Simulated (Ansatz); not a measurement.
# Si: the cost of one run

Method: DFT PBE, scalar-relativistic, plane waves, PAW, in Ansatz 0.2.0.

### Step 1. The starting structure

Symmetry: Fd-3m, No. 227, cubic system. The conventional cell has a = 5.444 Å, b = 5.444 Å, c = 5.444 Å, α = 90.00°, β = 90.00°, γ = 90.00°. Si (site symmetry -43m) is surrounded by 4 Si at 2.36 Å.

As a file:

```cif
data_structure
_symmetry_space_group_name_H-M 'Fd-3m:1'
_symmetry_Int_Tables_number 227
_cell_length_a 5.4437
_cell_length_b 5.4437
_cell_length_c 5.4437
_cell_angle_alpha 90.000
_cell_angle_beta 90.000
_cell_angle_gamma 90.000
_cell_volume 161.32
loop_
_atom_site_label
_atom_site_type_symbol
_atom_site_symmetry_multiplicity
_atom_site_Wyckoff_symbol
_atom_site_fract_x
_atom_site_fract_y
_atom_site_fract_z
_atom_site_occupancy
Si1 Si 8 a 0.25000 0.25000 0.25000 1
```

Source of the structure: the Materials Project (structure only).

(A quick probe on a coarse mesh, which set the mesh and smearing, is not shown.)

### Step 3. Relaxing cell and atoms

Contents of input.yaml:

```yaml
crystal:
  lattice:
    - [0.0, 2.72185119, 2.72185119]
    - [2.72185119, 0.0, 2.72185119]
    - [2.72185119, 2.72185119, 0.0]
  atoms:
    - { symbol: Si, position: [0.75, 0.75, 0.75] }
    - { symbol: Si, position: [0.5, 0.5, 0.5] }
basis:
  ecutwfc: 420
kpoints:
  mp_grid: { grid: [8, 8, 8] }
hamiltonian:
  xc: pbe
scf:
  occupations: { method: gaussian, width: 0.02 }
output:
  forces: true
  stress: true
  eigenvalues: true
relax:
  adjacent_minimum: "off"
  f_tol: 0.005
  max_steps: 80
  cell: { stress_tol: 0.05 }
```

Started as:

```sh
> ansatz run input.yaml --threads 4 --pin off --max-ram 8192MiB --backend cpu --events-out ev --progress --plain --runs-dir out
```

Q: Estimate wall time and peak memory on 4 threads of Intel Xeon at 2.50GHz (Skylake/Cascade Lake), shared host.

About 3 s, with a peak of 0.32 GiB.
